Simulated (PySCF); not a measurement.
**WSBr₂: relaxation and vibrations of the triplet**

Where does triplet WSBr₂ go from a PBE0 minimum start, is the end point a minimum, and what are its modes, charges and moments?

Program: PySCF 2.14.0. Level of theory: PBE0, basis W def2-SVP with ECP60, S def2-SVP, Br def2-SVP, scalar-relativistic core potentials, no spin–orbit coupling, density fitting. These are calculated values, not measurements.

## 1. The system as given

4 atoms, charge 0, spin multiplicity 3.

Bond lengths: W1–S2 2.105 Å, W1–Br3 2.419 Å, W1–Br4 2.419 Å. Angles: S2–W1–Br3 118.2°, S2–W1–Br4 118.2°, Br3–W1–Br4 123.6°.

```xyz
4
charge 0 multiplicity 3
W    -0.3030    0.0000    0.0000
S    -2.4080    0.0000    0.0000
Br    0.8409   -2.1318    0.0000
Br    0.8409    2.1318    0.0000
```

## 2. The SCF at the typed geometry

The steps below are one call of a driver around PySCF. For each, scf.py gives the equivalent set-up of the SCF; relaxations use the driver's own optimiser. After this first run the driver tries any further starts and a stability analysis.

Contents of scf.py:

```python
from pyscf import gto, scf, dft
mol = gto.M(atom='''
W     -0.303020     0.000000     0.000000
S     -2.408030    -0.000000     0.000000
Br     0.840940    -2.131810     0.000000
Br     0.840940     2.131810     0.000000''',
    basis={'W': 'def2-SVP', 'S': 'def2-SVP', 'Br': 'def2-SVP'},
    ecp={'W': 'def2-SVP'},
    charge=0, spin=2)
mf = dft.UKS(mol, xc='PBE0')
mf.grids.atom_grid = (50, 194)
aux = {'W': 'def2-universal-JKFIT', 'S': 'def2-universal-JKFIT', 'Br': 'def2-universal-JKFIT'}
mf = mf.density_fit(auxbasis=aux)
mf.conv_tol = 1e-08
mf.diis_space = 10
mf.max_cycle = 60
mf.init_guess = 'minao'
mf.verbose = 4
mf.kernel()
```

The run is started by

```bash
$ OMP_NUM_THREADS=4 python axn.py task.json out
```

Further steps of the session: Relaxation: PBE0 minimum start, triplet; Vibrations and properties at this point.

Before running it: what results should come out? Wanted: minimum; geometry; wavenumbers; dipole moment; highest occupied, lowest empty level; polar-tensor charge of W1; zero-point energy; atomisation energy; ⟨S²⟩.

As calculated:

| quantity | value |
| --- | --- |
| minimum | triplet, C2v |
| geometry | W–Br 2.419 Å (×2), W–S 2.105 Å; Br–W–Br 123.5°, Br–W–S 118.2° (×2) |
| wavenumbers (cm⁻¹) | 66 (b1), 67 (a1), 99 (b2), 253 (a1), 288 (b2), 567 (a1) |
| dipole moment | 0.17 D |
| highest occupied, lowest empty level (either spin) | -6.77, -3.67 eV |
| polar-tensor charge of W1 | +1.36 e |
| zero-point energy | 8.0 kJ/mol |
| entropy at 298.15 K | 380.4 J/(mol K) |
| atomisation energy (no zero-point energy) | 1276 kJ/mol |
| ⟨S²⟩ | 2.052 |

What this shows: The PBE0 minimum start keeps its C2v symmetry and ends in a minimum. In the infrared the band at 288 cm⁻¹ (b2, stretch) leads. Most of the spin sits on W1 (Mulliken spin 2.25, against 2 for the whole molecule). Other starts or spin states, not run here, may lie lower. Open d and f shells are described by one determinant, and the ground state may have another occupation or spin. With an element this heavy the missing spin–orbit coupling can shift these numbers.
